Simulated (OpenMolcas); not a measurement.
# Au²⁺ among point charges: CASSCF and CASPT2 levels and susceptibility

How does a field of 6 point charges split the states of Au²⁺, and what χT follows?

Method: state-averaged CASSCF and CASPT2, spin-orbit coupling by RASSI with atomic mean-field integrals. Code: OpenMolcas 26.06.

## 1. What is computed

| Property | Result |
| --- | --- |
| Species | Au²⁺ (gold, Z = 79, 77 electrons) |
| Basis | ANO-RCC-VTZP [8s7p5d3f1g], 84 functions |
| Scalar Hamiltonian | DKH2, point nucleus |
| Inactive shells | 1s 2s 2p 3s 3p 3d 4s 4p 4d 4f 5s 5p |
| Active space | 9 electrons in 5 orbitals (5d) |
| Some configurations of this space | 5d9 |
| Orbitals | optimised for each spin and parity, averaged over all roots |

The outer shells:

5d9
```
5d [↑↓][↑↓][↑↓][↑↓][↑ ]
```

The ion sits among 6 point charges of -0.85 e arranged as an octahedron (Oh), 2.2 Å from the ion.

Each step is its own input file, run in one work folder so that later steps find the files of earlier ones. Labels, J, g values, rates, χT and fits are worked out afterwards by a script from the matrices that RASSI stores. The input lists half of the charges; inversion (Group=XYZ) makes the rest.

## 2. One- and two-electron integrals

File a.inp:

```
&GATEWAY
Coord
1

Au 0.0 0.0 0.0
Basis=ANO-RCC-VTZP
Group=XYZ
NoMove
AngMom=0.0 0.0 0.0
AMFI
XField
3 Angstrom 0
2.200000 0.000000 0.000000 -0.850000
0.000000 2.200000 0.000000 -0.850000
0.000000 0.000000 2.200000 -0.850000
&SEWARD
```

The run is started by

```
$ OMP_NUM_THREADS=1 MOLCAS_MEM=1689 MOLCAS_PROJECT=a pymolcas a.inp > a.log
```

## 3. Reference wave functions, doublets of even parity, 5 roots

File a.inp:

```
&RASSCF
FileOrb=start.orb
Symmetry=1
Spin=2
nActEl=9 0 0
Inactive=15 19
Ras2=5 0
CIRoot=5 5 1
SDav=5
CIMx=300
Iter=120 100
PrWF=0.3
OrbListing=Nothing
MaxOrb=0
>>> COPY $Project.JobIph JOB001
```

start.orb holds the contracted functions of the basis, ordered by shell, or the orbitals of the step before.

## 4. State interaction with spin-orbit coupling

File a.inp:

```
&RASSI
NrOfJobIphs=1 5
1 2 3 4 5
IphNames
JOB001
EJob
SpinOrbit
DIPRint=1.0
SOCoupling=1000.0
Subsets=2
Property=9
'ANGMOM' 1 'ANGMOM' 2 'ANGMOM' 3 'MLTPL  1' 1 'MLTPL  1' 2 'MLTPL  1' 3
'AMFI' 1 'AMFI' 2 'AMFI' 3
SOProperty=3
'ANGMOM' 1 'ANGMOM' 2 'ANGMOM' 3
```

## 5. CASPT2: IPEA 0.25, imaginary shift 0.1 (closed shells correlated: 5s 5p)

File a.inp:

```
>>> COPY JOB001 $Project.JobIph
&CASPT2
Multistate=5 1 2 3 4 5
NoMult
Frozen=14 16
IPEA=0.25
Imaginary=0.1
MaxIter=60
WThr=0.0 0.3 0.05
PrWF=0.5
NoMix
```

(Steps that only read results are left out.)

Q: Predict the outcome of this session. Wanted: spin-free ground state; first state of the same spin within the active space; lowest level; next level.

The runs gave:

| quantity | value |
| --- | --- |
| method | SS-CASPT2, IPEA 0.25, imaginary shift 0.1 (closed shells correlated: 5s 5p) |
| spin-free ground state | 2E, 2-fold in its orbital part |
| first state of the same spin within the active space | 2T2 at 3040 cm⁻¹ |
| lowest level | 4-fold Γ8 |
| next level | 2061.6 cm⁻¹ |
| χT at 300 K | 1.11 cm³ K/mol |
| effective moment at 300 K | 2.98 μB |

Cost by method:

| method | time of its own steps | time with the reference |
| --- | --- | --- |
| A. CASSCF | 2.1 s | 2.1 s |
| B. SS-CASPT2, IPEA 0.25, imaginary shift 0.1, +5s 5p | 1.3 s | 3.4 s |

Times are of one thread on a shared host.

In words: The spin-free ground state (2E) comes to 100 % from free-ion D terms and keeps the highest spin of the shell. χT at 300 K is 1.11, against 0.38 cm³ K/mol for the spin alone, so orbital moment adds to it. A ligand-field fit to the states below 45000 cm-1 gives 10Dq = 3041 cm-1, the gap between the two states. CASPT2 does not keep the components of a term degenerate, and the means are used. An orbital doublet at a regular site is open to a Jahn-Teller distortion, which this geometry leaves out. The field of point charges can differ much from that of real complexes. This is an electrostatic model: the charges have no orbitals.
